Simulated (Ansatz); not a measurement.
# GdN (Fm-3m): from the first guess to the electronic structure

Aim: bring GdN (Fm-3m) to zero pressure, then compute its bands, density of states and charges.

Computed with Ansatz 0.2.0 (DFT PBE+U (U_eff = 6 eV on Gd 4f), scalar-relativistic, plane waves, PAW, unless a step's input says otherwise).

## 1. The starting structure

It takes space group Fm-3m (No. 225, cubic). The conventional cell has a = 4.999 Å, b = 4.999 Å, c = 4.999 Å, α = 90.00°, β = 90.00°, γ = 90.00°. Around Gd (site symmetry m-3m) lie 6 N at 2.50 Å. N (site symmetry m-3m) is surrounded by 6 Gd at 2.50 Å.

Structure file:

```cif
data_structure
_symmetry_space_group_name_H-M 'Fm-3m'
_symmetry_Int_Tables_number 225
_cell_length_a 4.9990
_cell_length_b 4.9990
_cell_length_c 4.9990
_cell_angle_alpha 90.000
_cell_angle_beta 90.000
_cell_angle_gamma 90.000
_cell_volume 124.93
loop_
_atom_site_label
_atom_site_type_symbol
_atom_site_symmetry_multiplicity
_atom_site_Wyckoff_symbol
_atom_site_fract_x
_atom_site_fract_y
_atom_site_fract_z
_atom_site_occupancy
Gd1 Gd 4 a 0.00000 0.00000 0.00000 1
N1 N 4 b 0.50000 0.00000 0.00000 1
```

Starting moments: Gd 7.00 μB.

## 2. Seeding the open shells on a coarse mesh

input.yaml reads:

```yaml
crystal:
  lattice:
    - [0.0, 2.4995, 2.4995]
    - [2.4995, 0.0, 2.4995]
    - [2.4995, 2.4995, 0.0]
  atoms:
    - { symbol: Gd, position: [0.0, 0.0, 0.0], spin: 7.0 }
    - { symbol: "N", position: [0.5, 0.5, 0.5] }
basis:
  ecutwfc: 420
  ecutrho_ratio: 4
kpoints:
  mp_grid: { grid: [5, 5, 5] }
hamiltonian:
  xc: pbe
  hubbard: { sites: [{ species: Gd, l: f, u_eff: 6.0 }] }
scf:
  occupations: { method: gaussian, width: 0.05 }
output:
  forces: true
  stress: true
  eigenvalues: true
  populations: true
  hubbard: { sites: [{ species: Gd, l: f }] }
magnetization:
  spin_polarized: true
```

The run is started by

```bash
ansatz run input.yaml --threads 2 --pin off --max-ram 5120MiB --backend cpu --events-out ev --progress --plain --runs-dir out
```

Further steps of the session: The same volume on a finer mesh; A step to a new volume; Next volume: 15.644 Å³/atom; A single point with the electronic structure.

Q: Predict the outcome of this session. Wanted: space group; conventional cell; volume; pressure; gap; states at the Fermi level; spin moments in spheres; Bader charges.

The runs gave:

| quantity | value |
| --- | --- |
| space group | Fm-3m (No. 225) |
| conventional cell | a = 5.002 Å, b = 5.002 Å, c = 5.002 Å, α = 90.00°, β = 90.00°, γ = 90.00° |
| volume | 15.644 Å³/atom |
| pressure | 0.00 GPa |
| gap | none (metal) |
| states at the Fermi level | about 0.11 (mean within 0.5 eV; 0.053 at the level itself) per eV per cell |
| spin moments in spheres | Gd 6.94; N -0.14 μB |
| Bader charges | Gd +1.78; N -1.78 e |

In words: All runs shown hold the volume at 15.64 Å³/atom, where the pressure is zero within 0.01 GPa. Only this one magnetic order is considered here. Bands cross the Fermi level, so it is a metal at this level, though with only 0.1 states per eV per cell at the Fermi level; the largest share of the states at the Fermi level is N 2p (71 % of the projected weight, then Gd 5d with 27 %). The Bader partition leaves Gd most positive, at +1.78 e. With a Hubbard U or exact exchange the result depends on the state in which the open shell ends, and a lower one can't be excluded. Spin–orbit coupling is left out, though the cell holds Gd; it splits the 4f levels.
